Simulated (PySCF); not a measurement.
# TiCl₅ (-2): ligand-field states

What do calculations give for the ligand-field states of TiCl₅ (-2)?

Programs: PySCF 2.14.0, with routines of our own; each step states its level. All values are computed. Atoms count from 0.

## (1) The starting structure

6 atoms, charge -2, states of the metal's open shell are computed; geometry from: model geometry, bond lengths from ionic radii.

## (2) Ligand-field states: state-averaged CASSCF in water

Job settings and geometry (Å):

```
{"job": {"kind": "lf", "basis": {"metal": "x2c-TZVPall", "ligand": "x2c-SVPall"}, "nevpt": true, "solvent": "water"}, "charge": -2, "metal": "Ti", "open_shell": "d1"}
Ti     0.000000     0.000000     0.000000
Cl     0.000000     0.000000     2.320000
Cl     2.284754     0.000000    -0.402864
Cl    -2.284754     0.000000    -0.402864
Cl     0.000000     2.284754    -0.402864
Cl    -0.000000    -2.284754    -0.402864
```

Method: state-averaged CASSCF of the metal d shell, SC-NEVPT2 on the averaged canonical orbitals, state-interaction spin-orbit coupling.

Run with:

```sh
> OMP_NUM_THREADS=1 python lf_run.py task.json out
```

The driver reads the jobs from task.json and runs them one after another.

Standard output:

```text
basis functions 138, electrons 109, active (1e, 5o)
stage 1: DIIS on the effective Fock matrix, level shift 0.30
cycle   1  E = -3156.5653389375  dE = -3.157e+03  max|g| = 7.865e-01
cycle   2  E = -3156.5890390836  dE = -2.370e-02  max|g| = 1.163e+00
cycle   3  E = -3156.9082865032  dE = -3.192e-01  max|g| = 5.037e-01
cycle   4  E = -3157.0759851272  dE = -1.677e-01  max|g| = 2.062e-01
cycle   5  E = -3157.1249523015  dE = -4.897e-02  max|g| = 3.243e-02
cycle   6  E = -3157.1272181824  dE = -2.266e-03  max|g| = 4.150e-02
cycle   7  E = -3157.1296334247  dE = -2.415e-03  max|g| = 9.788e-03
cycle   8  E = -3157.1298564709  dE = -2.230e-04  max|g| = 5.638e-03
cycle   9  E = -3157.1299037985  dE = -4.733e-05  max|g| = 2.476e-03
cycle  10  E = -3157.1299083690  dE = -4.571e-06  max|g| = 1.876e-03
cycle  11  E = -3157.1299119025  dE = -3.533e-06  max|g| = 8.830e-04
...
cycle  33  E = -3157.1299134916  dE =  3.915e-10  max|g| = 7.952e-05
cycle  34  E = -3157.1299134909  dE =  7.526e-10  max|g| = 9.065e-05
cycle  35  E = -3157.1299134902  dE =  6.967e-10  max|g| = 8.556e-05
cycle  36  E = -3157.1299134897  dE =  4.620e-10  max|g| = 8.861e-05
cycle  37  E = -3157.1299134899  dE = -1.555e-10  max|g| = 9.986e-05
cycle  38  E = -3157.1299134929  dE = -3.008e-09  max|g| = 8.544e-05
cycle  39  E = -3157.1299134953  dE = -2.375e-09  max|g| = 5.757e-05
cycle  40  E = -3157.1299134963  dE = -1.019e-09  max|g| = 5.336e-05
stage 2: quasi-Newton rotations from the point of smallest gradient
cycle  42  E = -3157.1299134993  dE = -3.043e-09  max|g| = 2.180e-05
cycle  43  E = -3157.1299134999  dE = -5.452e-10  max|g| = 6.160e-06
converged average energy = -3157.1299134999

 mult deg   label        CASSCF/cm-1   NEVPT2/cm-1
   2   2   2E                  0.0           0.0
   2   1   2B2               334.9         138.0
   2   1   2A1              5130.8        5383.4
   2   1   2B1             15252.5       17016.0

spin-orbit levels / cm-1
      0.00  x2  2E 1.00
     70.57  x2  2E 0.66 2B2 0.34
    283.45  x2  2B2 0.66 2E 0.34
   5460.18  x2  2A1 1.00
  17090.59  x2  2B1 1.00
```

It took 26 s on 1 thread of Arm Neoverse V1, shared host; peak memory 0.33 GiB.

From this job:

```csv
quantity,value
spin-orbit constant ζ,117 cm⁻¹
```

Powder susceptibility:

```csv
T (K),χT (cm³ K/mol),μ(eff)
2,0.006,0.21
5,0.013,0.32
10,0.025,0.44
20,0.049,0.63
30,0.075,0.78
50,0.127,1.01
75,0.185,1.22
100,0.235,1.37
150,0.316,1.59
200,0.374,1.73
250,0.416,1.82
300,0.448,1.89
```

## (3) Ligand-field states: state-averaged CASSCF (apical angle at 90°) in water

Job settings and geometry (Å):

```
{"job": {"kind": "lf", "basis": {"metal": "x2c-TZVPall", "ligand": "x2c-SVPall"}, "nevpt": true, "solvent": "water", "reuse": true}, "charge": -2, "metal": "Ti", "open_shell": "d1"}
Ti     0.000000     0.000000     0.000000
Cl     0.000000     0.000000     2.320000
Cl     2.320000     0.000000     0.000000
Cl    -2.320000     0.000000     0.000000
Cl     0.000000     2.320000     0.000000
Cl    -0.000000    -2.320000     0.000000
```

Level: state-averaged CASSCF of the metal d shell, SC-NEVPT2 on the averaged canonical orbitals, state-interaction spin-orbit coupling.

Standard output:

```text
basis functions 138, electrons 109, active (1e, 5o)
start from the orbitals of the previous structure
stage 1: DIIS on the effective Fock matrix, level shift 0.30
cycle   1  E = -3154.2907287553  dE = -3.154e+03  max|g| = 1.773e+00
cycle   2  E = -3156.8140481945  dE = -2.523e+00  max|g| = 6.754e-01
cycle   3  E = -3157.0542674894  dE = -2.402e-01  max|g| = 2.187e-01
cycle   4  E = -3157.0776524418  dE = -2.338e-02  max|g| = 1.392e-01
cycle   5  E = -3157.0914142217  dE = -1.376e-02  max|g| = 1.302e-01
cycle   6  E = -3157.1028386785  dE = -1.142e-02  max|g| = 6.012e-02
cycle   7  E = -3157.1047099556  dE = -1.871e-03  max|g| = 4.521e-02
cycle   8  E = -3157.1056946289  dE = -9.847e-04  max|g| = 3.405e-02
cycle   9  E = -3157.1060543535  dE = -3.597e-04  max|g| = 2.441e-02
cycle  10  E = -3157.1061851163  dE = -1.308e-04  max|g| = 2.303e-02
cycle  11  E = -3157.1062394787  dE = -5.436e-05  max|g| = 2.058e-02
cycle  12  E = -3157.1062778869  dE = -3.841e-05  max|g| = 1.826e-02
cycle  13  E = -3157.1063280265  dE = -5.014e-05  max|g| = 1.541e-02
cycle  14  E = -3157.1063798412  dE = -5.181e-05  max|g| = 1.267e-02
cycle  15  E = -3157.1064089979  dE = -2.916e-05  max|g| = 1.174e-02
cycle  16  E = -3157.1064329911  dE = -2.399e-05  max|g| = 1.096e-02
cycle  17  E = -3157.1064522466  dE = -1.926e-05  max|g| = 9.791e-03
cycle  18  E = -3157.1064544172  dE = -2.171e-06  max|g| = 9.233e-03
cycle  19  E = -3157.1064587439  dE = -4.327e-06  max|g| = 8.486e-03
cycle  20  E = -3157.1064618100  dE = -3.066e-06  max|g| = 7.758e-03
cycle  21  E = -3157.1064596048  dE =  2.205e-06  max|g| = 7.809e-03
cycle  22  E = -3157.1064546673  dE =  4.937e-06  max|g| = 7.725e-03
cycle  23  E = -3157.1064439701  dE =  1.070e-05  max|g| = 8.059e-03
cycle  24  E = -3157.1064300032  dE =  1.397e-05  max|g| = 8.311e-03
cycle  25  E = -3157.1064144207  dE =  1.558e-05  max|g| = 9.141e-03
cycle  26  E = -3157.1063740449  dE =  4.038e-05  max|g| = 1.026e-02
stage 2: quasi-Newton rotations from the point of smallest gradient
cycle  28  E = -3157.1065158539  dE = -6.119e-05  max|g| = 2.606e-03
cycle  29  E = -3157.1065262806  dE = -1.043e-05  max|g| = 1.121e-03
cycle  30  E = -3157.1065277379  dE = -1.457e-06  max|g| = 3.305e-04
cycle  31  E = -3157.1065278784  dE = -1.404e-07  max|g| = 5.654e-05
cycle  32  E = -3157.1065278857  dE = -7.356e-09  max|g| = 1.554e-05
cycle  33  E = -3157.1065278865  dE = -8.176e-10  max|g| = 3.760e-06
converged average energy = -3157.1065278865

 mult deg   label        CASSCF/cm-1   NEVPT2/cm-1
   2   2   2E                  0.0           0.0
   2   1   2B2              1701.6        1626.8
   2   1   2A1              6576.3        6820.8
   2   1   2B1             17161.9       19096.7

spin-orbit levels / cm-1
      0.00  x2  2E 1.00
    131.92  x2  2E 1.00
   1703.72  x2  2B2 1.00
   6894.60  x2  2A1 1.00
  19168.63  x2  2B1 1.00
```

Wall time 16 s (1 thread of Arm Neoverse V1, shared host); peak memory 0.35 GiB.

From this job:

```csv
quantity,value
spin-orbit constant ζ,119 cm⁻¹
```

Powder susceptibility:

```csv
T (K),χT (cm³ K/mol),μ(eff)
2,0.006,0.21
20,0.050,0.63
100,0.248,1.41
300,0.424,1.84
```

## (4) Ligand-field states: state-averaged CASSCF (apical angle at 95°) in water

Job settings and geometry (Å):

```
{"job": {"kind": "lf", "basis": {"metal": "x2c-TZVPall", "ligand": "x2c-SVPall"}, "nevpt": true, "solvent": "water", "reuse": true}, "charge": -2, "metal": "Ti", "open_shell": "d1"}
Ti     0.000000     0.000000     0.000000
Cl     0.000000     0.000000     2.320000
Cl     2.311172     0.000000    -0.202201
Cl    -2.311172     0.000000    -0.202201
Cl     0.000000     2.311172    -0.202201
Cl    -0.000000    -2.311172    -0.202201
```

With the program's defaults for keys left out, this is: state-averaged CASSCF of the metal d shell, SC-NEVPT2 on the averaged canonical orbitals, state-interaction spin-orbit coupling.

Standard output:

```text
basis functions 138, electrons 109, active (1e, 5o)
start from the orbitals of the previous structure
stage 1: DIIS on the effective Fock matrix, level shift 0.30
cycle   1  E = -3156.1987013147  dE = -3.156e+03  max|g| = 1.309e+00
cycle   2  E = -3157.0337989114  dE = -8.351e-01  max|g| = 3.406e-01
cycle   3  E = -3157.1085975470  dE = -7.480e-02  max|g| = 1.009e-01
cycle   4  E = -3157.1177464710  dE = -9.149e-03  max|g| = 5.456e-02
cycle   5  E = -3157.1211691318  dE = -3.423e-03  max|g| = 2.337e-02
cycle   6  E = -3157.1221924149  dE = -1.023e-03  max|g| = 9.626e-03
cycle   7  E = -3157.1223701744  dE = -1.778e-04  max|g| = 7.963e-03
cycle   8  E = -3157.1224439484  dE = -7.377e-05  max|g| = 8.901e-03
cycle   9  E = -3157.1224932296  dE = -4.928e-05  max|g| = 6.060e-03
cycle  10  E = -3157.1225127230  dE = -1.949e-05  max|g| = 5.060e-03
cycle  11  E = -3157.1225228513  dE = -1.013e-05  max|g| = 4.212e-03
cycle  12  E = -3157.1225275980  dE = -4.747e-06  max|g| = 3.892e-03
cycle  13  E = -3157.1225317022  dE = -4.104e-06  max|g| = 3.456e-03
cycle  14  E = -3157.1225345158  dE = -2.814e-06  max|g| = 3.148e-03
cycle  15  E = -3157.1225365949  dE = -2.079e-06  max|g| = 2.443e-03
cycle  16  E = -3157.1225395054  dE = -2.910e-06  max|g| = 2.075e-03
cycle  17  E = -3157.1225405992  dE = -1.094e-06  max|g| = 1.597e-03
cycle  18  E = -3157.1225412612  dE = -6.619e-07  max|g| = 2.003e-03
cycle  19  E = -3157.1225415544  dE = -2.933e-07  max|g| = 1.710e-03
cycle  20  E = -3157.1225416727  dE = -1.182e-07  max|g| = 1.705e-03
cycle  21  E = -3157.1225417745  dE = -1.019e-07  max|g| = 1.406e-03
cycle  22  E = -3157.1225416988  dE =  7.576e-08  max|g| = 1.643e-03
cycle  23  E = -3157.1225415534  dE =  1.453e-07  max|g| = 1.850e-03
cycle  24  E = -3157.1225411570  dE =  3.964e-07  max|g| = 1.952e-03
cycle  25  E = -3157.1225400753  dE =  1.082e-06  max|g| = 2.295e-03
cycle  26  E = -3157.1225397168  dE =  3.585e-07  max|g| = 2.056e-03
stage 2: quasi-Newton rotations from the point of smallest gradient
cycle  28  E = -3157.1225446502  dE = -2.876e-06  max|g| = 3.500e-04
cycle  29  E = -3157.1225449964  dE = -3.461e-07  max|g| = 2.045e-04
cycle  30  E = -3157.1225450568  dE = -6.045e-08  max|g| = 5.648e-05
cycle  31  E = -3157.1225450612  dE = -4.435e-09  max|g| = 1.209e-05
cycle  32  E = -3157.1225450616  dE = -3.988e-10  max|g| = 4.547e-06
converged average energy = -3157.1225450616

 mult deg   label        CASSCF/cm-1   NEVPT2/cm-1
   2   2   2E                  0.0           0.0
   2   1   2B2              1174.2        1036.8
   2   1   2A1              5939.6        6173.7
   2   1   2B1             16462.6       18313.6

spin-orbit levels / cm-1
      0.00  x2  2E 1.00
    129.48  x2  2E 0.99
   1118.50  x2  2B2 0.99
   6248.46  x2  2A1 1.00
  18386.40  x2  2B1 1.00
```

It took 17 s on 1 thread of Arm Neoverse V1, shared host; peak memory 0.35 GiB.

From this job:

```csv
quantity,value
spin-orbit constant ζ,118 cm⁻¹
```

Powder susceptibility:

```csv
T (K),χT (cm³ K/mol),μ(eff)
2,0.006,0.21
20,0.049,0.63
100,0.247,1.41
300,0.429,1.85
```

## (5) Ligand-field states: state-averaged CASSCF (apical angle at 105°) in water

Job settings and geometry (Å):

```
{"job": {"kind": "lf", "basis": {"metal": "x2c-TZVPall", "ligand": "x2c-SVPall"}, "nevpt": true, "solvent": "water", "reuse": true}, "charge": -2, "metal": "Ti", "open_shell": "d1"}
Ti     0.000000     0.000000     0.000000
Cl     0.000000     0.000000     2.320000
Cl     2.240948     0.000000    -0.600460
Cl    -2.240948     0.000000    -0.600460
Cl     0.000000     2.240948    -0.600460
Cl    -0.000000    -2.240948    -0.600460
```

With the program's defaults for keys left out, this is: state-averaged CASSCF of the metal d shell, SC-NEVPT2 on the averaged canonical orbitals, state-interaction spin-orbit coupling.

Standard output:

```text
basis functions 138, electrons 109, active (1e, 5o)
start from the orbitals of the previous structure
stage 1: DIIS on the effective Fock matrix, level shift 0.30
cycle   1  E = -3154.4800567886  dE = -3.154e+03  max|g| = 1.739e+00
cycle   2  E = -3156.8467118563  dE = -2.367e+00  max|g| = 4.634e-01
cycle   3  E = -3157.0748821742  dE = -2.282e-01  max|g| = 1.833e-01
cycle   4  E = -3157.0976005915  dE = -2.272e-02  max|g| = 1.532e-01
cycle   5  E = -3157.1150119706  dE = -1.741e-02  max|g| = 9.223e-02
cycle   6  E = -3157.1261042213  dE = -1.109e-02  max|g| = 3.670e-02
cycle   7  E = -3157.1276461059  dE = -1.542e-03  max|g| = 1.678e-02
cycle   8  E = -3157.1280319666  dE = -3.859e-04  max|g| = 1.574e-02
cycle   9  E = -3157.1281858960  dE = -1.539e-04  max|g| = 1.333e-02
cycle  10  E = -3157.1282558849  dE = -6.999e-05  max|g| = 1.128e-02
cycle  11  E = -3157.1283083850  dE = -5.250e-05  max|g| = 9.348e-03
cycle  12  E = -3157.1283394053  dE = -3.102e-05  max|g| = 7.633e-03
cycle  13  E = -3157.1283584912  dE = -1.909e-05  max|g| = 7.236e-03
cycle  14  E = -3157.1283718435  dE = -1.335e-05  max|g| = 6.772e-03
cycle  15  E = -3157.1283833333  dE = -1.149e-05  max|g| = 5.763e-03
cycle  16  E = -3157.1283925545  dE = -9.221e-06  max|g| = 4.890e-03
cycle  17  E = -3157.1283984959  dE = -5.941e-06  max|g| = 4.510e-03
cycle  18  E = -3157.1284059498  dE = -7.454e-06  max|g| = 3.464e-03
cycle  19  E = -3157.1284086445  dE = -2.695e-06  max|g| = 3.284e-03
cycle  20  E = -3157.1284088900  dE = -2.455e-07  max|g| = 4.037e-03
cycle  21  E = -3157.1284076733  dE =  1.217e-06  max|g| = 3.443e-03
cycle  22  E = -3157.1284057985  dE =  1.875e-06  max|g| = 3.756e-03
cycle  23  E = -3157.1284033861  dE =  2.412e-06  max|g| = 3.738e-03
cycle  24  E = -3157.1284006673  dE =  2.719e-06  max|g| = 4.080e-03
cycle  25  E = -3157.1283974234  dE =  3.244e-06  max|g| = 5.792e-03
cycle  26  E = -3157.1283939572  dE =  3.466e-06  max|g| = 6.300e-03
stage 2: quasi-Newton rotations from the point of smallest gradient
cycle  28  E = -3157.1284255383  dE = -1.689e-05  max|g| = 1.308e-03
cycle  29  E = -3157.1284284731  dE = -2.935e-06  max|g| = 5.944e-04
cycle  30  E = -3157.1284288098  dE = -3.367e-07  max|g| = 1.561e-04
cycle  31  E = -3157.1284288403  dE = -3.047e-08  max|g| = 2.646e-05
cycle  32  E = -3157.1284288421  dE = -1.746e-09  max|g| = 8.735e-06
converged average energy = -3157.1284288421

 mult deg   label        CASSCF/cm-1   NEVPT2/cm-1
   2   1   2B2                 0.0           0.0
   2   2   2E                760.1        1020.2
   2   1   2A1              4927.9        5454.9
   2   1   2B1             14365.7       16289.5

spin-orbit levels / cm-1
      0.00  x2  2B2 0.99
    953.82  x2  2E 1.00
   1110.63  x2  2E 0.99
   5468.41  x2  2A1 1.00
  16300.39  x2  2B1 1.00
```

Wall time 18 s (1 thread of Arm Neoverse V1, shared host); peak memory 0.35 GiB.

From this job:

```csv
quantity,value
spin-orbit constant ζ,116 cm⁻¹
```

Powder susceptibility:

```csv
T (K),χT (cm³ K/mol),μ(eff)
2,0.305,1.56
20,0.312,1.58
100,0.339,1.65
300,0.406,1.80
```

## (6) Ligand-field states: state-averaged CASSCF (apical angle at 110°) in water

Job settings and geometry (Å):

```
{"job": {"kind": "lf", "basis": {"metal": "x2c-TZVPall", "ligand": "x2c-SVPall"}, "nevpt": true, "solvent": "water", "reuse": true}, "charge": -2, "metal": "Ti", "open_shell": "d1"}
Ti     0.000000     0.000000     0.000000
Cl     0.000000     0.000000     2.320000
Cl     2.180087     0.000000    -0.793487
Cl    -2.180087     0.000000    -0.793487
Cl     0.000000     2.180087    -0.793487
Cl    -0.000000    -2.180087    -0.793487
```

Method: state-averaged CASSCF of the metal d shell, SC-NEVPT2 on the averaged canonical orbitals, state-interaction spin-orbit coupling.

Standard output:

```text
basis functions 138, electrons 109, active (1e, 5o)
start from the orbitals of the previous structure
stage 1: DIIS on the effective Fock matrix, level shift 0.30
cycle   1  E = -3156.2273567102  dE = -3.156e+03  max|g| = 1.207e+00
cycle   2  E = -3157.0283524739  dE = -8.010e-01  max|g| = 3.661e-01
cycle   3  E = -3157.1027353200  dE = -7.438e-02  max|g| = 1.073e-01
cycle   4  E = -3157.1095454974  dE = -6.810e-03  max|g| = 7.897e-02
cycle   5  E = -3157.1140117664  dE = -4.466e-03  max|g| = 4.212e-02
cycle   6  E = -3157.1166450845  dE = -2.633e-03  max|g| = 1.866e-02
cycle   7  E = -3157.1170448178  dE = -3.997e-04  max|g| = 6.330e-03
cycle   8  E = -3157.1171070404  dE = -6.222e-05  max|g| = 3.078e-03
cycle   9  E = -3157.1171246412  dE = -1.760e-05  max|g| = 2.404e-03
cycle  10  E = -3157.1171302706  dE = -5.629e-06  max|g| = 2.613e-03
...
cycle  33  E = -3157.1171386893  dE = -7.121e-09  max|g| = 1.251e-04
cycle  34  E = -3157.1171386923  dE = -2.934e-09  max|g| = 1.109e-04
cycle  35  E = -3157.1171386939  dE = -1.588e-09  max|g| = 1.152e-04
cycle  36  E = -3157.1171386945  dE = -6.135e-10  max|g| = 1.064e-04
cycle  37  E = -3157.1171386934  dE =  1.034e-09  max|g| = 1.071e-04
cycle  38  E = -3157.1171386894  dE =  4.057e-09  max|g| = 1.440e-04
cycle  39  E = -3157.1171386839  dE =  5.495e-09  max|g| = 1.546e-04
cycle  40  E = -3157.1171386790  dE =  4.916e-09  max|g| = 1.626e-04
stage 2: quasi-Newton rotations from the point of smallest gradient
cycle  42  E = -3157.1171387080  dE = -1.349e-08  max|g| = 3.074e-05
cycle  43  E = -3157.1171387097  dE = -1.718e-09  max|g| = 9.789e-06
converged average energy = -3157.1171387097

 mult deg   label        CASSCF/cm-1   NEVPT2/cm-1
   2   1   2B2                 0.0           0.0
   2   2   2E               2034.0        2362.5
   2   1   2A1              5098.7        5668.6
   2   1   2B1             13672.9       15559.4

spin-orbit levels / cm-1
      0.00  x2  2B2 1.00
   2287.48  x2  2E 1.00
   2445.32  x2  2E 1.00
   5678.13  x2  2A1 1.00
  15565.37  x2  2B1 1.00
```

It took 15 s on 1 thread of Arm Neoverse V1, shared host; peak memory 0.35 GiB.

Key values:

```csv
quantity,value
spin-orbit constant ζ,115 cm⁻¹
```

Powder susceptibility:

```csv
T (K),χT (cm³ K/mol),μ(eff)
2,0.343,1.66
20,0.346,1.66
100,0.358,1.69
300,0.390,1.77
```

## (7) Ligand field across the series

From the NEVPT2 states (cm⁻¹; the spread is that of the fitted one-electron ligand-field levels):

```csv
step,setting,ground state,next state,orbital spread,ζ,"μ(eff), 300 K"
2,as given,2E,2B2 at 138,17016,117,1.89
3,apical angle at 90,2E,2B2 at 1627,19097,119,1.84
4,apical angle at 95,2E,2B2 at 1037,18314,118,1.85
5,apical angle at 105,2B2,2E at 1020,16290,116,1.80
6,apical angle at 110,2B2,2E at 2362,15559,115,1.77
```

## (8) Outcome

| quantity | value |
| --- | --- |
| spin-orbit constant ζ (step 2, state-averaged CASSCF in water) | 117 cm⁻¹ |
| ground multiplicity, μ(eff) at 300 K (step 2, 5 donors at 2.32 Å) | 2, 1.89 μB |
| ground multiplicity, μ(eff) at 300 K (step 3, 5 donors at 2.32 Å) | 2, 1.84 μB |
| ground multiplicity, μ(eff) at 300 K (step 4, 5 donors at 2.32 Å) | 2, 1.85 μB |
| ground multiplicity, μ(eff) at 300 K (step 5, 5 donors at 2.32 Å) | 2, 1.80 μB |
| ground multiplicity, μ(eff) at 300 K (step 6, 5 donors at 2.32 Å) | 2, 1.77 μB |

What this shows: In step 2, χT goes from 0.01 at 2 K to 0.45 cm³ K/mol at 300 K, as higher levels fill or mix in. The spread of the ligand-field levels runs from 15559 cm⁻¹ (apical angle at 110) to 19097 cm⁻¹ (apical angle at 90); μ(eff) at 300 K: 1.77 to 1.89 μB.
